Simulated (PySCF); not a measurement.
# H8HfN3O (Hf(NH2)3(H2O)+): the cost of one run

Program: PySCF 2.14.0. Level of theory: PBE0, Hf def2-SVP with ECP60, N def2-SVP, H def2-SVP, O def2-SVP; scalar-relativistic core potentials, no spin–orbit coupling. These are calculated values, not measurements.

## Step 1: Where the work starts

13 atoms, charge 1, spin multiplicity 1.

Bond lengths: Hf1–N2 2.001 Å, Hf1–N5 2.001 Å, Hf1–N8 2.004 Å, Hf1–O11 2.237 Å, N2–H3 1.021 Å, N2–H4 1.022 Å, N5–H6 1.022 Å, N5–H7 1.021 Å, N8–H9 1.022 Å, N8–H10 1.022 Å, O11–H12 0.969 Å, O11–H13 0.969 Å. Angles: N2–Hf1–N5 113.5°, N2–Hf1–N8 115.3°, N2–Hf1–O11 105.9°, N5–Hf1–N8 115.3°, N5–Hf1–O11 105.9°, N8–Hf1–O11 98.8°, Hf1–N2–H3 126.9°, Hf1–N2–H4 125.9°, H3–N2–H4 107.1°, Hf1–N5–H6 125.9°, Hf1–N5–H7 126.9°, H6–N5–H7 107.1°, Hf1–N8–H9 126.2°, Hf1–N8–H10 126.2°, H9–N8–H10 107.0°, Hf1–O11–H12 128.1°, Hf1–O11–H13 124.2°, H12–O11–H13 107.6°.

As a file:

```xyz
13

Hf    0.0882   -0.0882    0.1380
N     1.1304    1.2354    1.2172
H     2.0246    1.6603    0.9679
H     0.8950    1.5600    2.1571
N    -1.2354   -1.1304    1.2172
H    -1.5600   -0.8950    2.1571
H    -1.6603   -2.0246    0.9679
N     1.1601   -1.1601   -1.1724
H     0.9368   -2.0984   -1.5096
H     2.0984   -0.9368   -1.5096
O    -1.1169    1.1169   -1.3107
H    -1.7884    1.7884   -1.1177
H    -1.0440    1.0440   -2.2740
```

Formal oxidation states: Hf +4. An earlier session relaxed this geometry at PBE0, Hf def2-SVP with ECP60, N def2-SVP, H def2-SVP, O def2-SVP (singlet, point group Cs).

Its energy there is -291.769168 Eh.

## Step 2: One electron removed, multiplicity 2

The input, run.py (the lines that set the calculation):

```python
mol = gto.M(atom='''
Hf     0.08821    -0.08821     0.13804
N      1.13037     1.23544     1.21723
H      2.02463     1.66027     0.96790
H      0.89501     1.55997     2.15707
N     -1.23544    -1.13037     1.21723
H     -1.55997    -0.89501     2.15707
H     -1.66027    -2.02463     0.96790
N      1.16013    -1.16013    -1.17243
H      0.93685    -2.09844    -1.50959
H      2.09844    -0.93685    -1.50959
O     -1.11694     1.11694    -1.31068
H     -1.78843     1.78843    -1.11765
H     -1.04396     1.04396    -2.27399''',
    basis={'Hf': 'def2-SVP', 'N': 'def2-SVP', 'H': 'def2-SVP', 'O': 'def2-SVP'},
    ecp={'Hf': 'def2-SVP'},
    charge=2, spin=1)
mf = dft.UKS(mol, xc='PBE0')
mf.grids.atom_grid = (50, 194)
mf = mf.density_fit()  # fitting sets: Hf def2-universal-JKFIT, N def2-universal-JKFIT, H def2-universal-JKFIT, O def2-universal-JKFIT
mf.conv_tol = 1e-08; mf.max_cycle = 55
mf.kernel(dm0)  # dm0: the density of the relaxed state
```

Run with:

```bash
$ OMP_NUM_THREADS=2 python run.py
```

**Question.** How long does this run take on 2 threads of Arm Neoverse V1, shared host?

About 7.5 s.
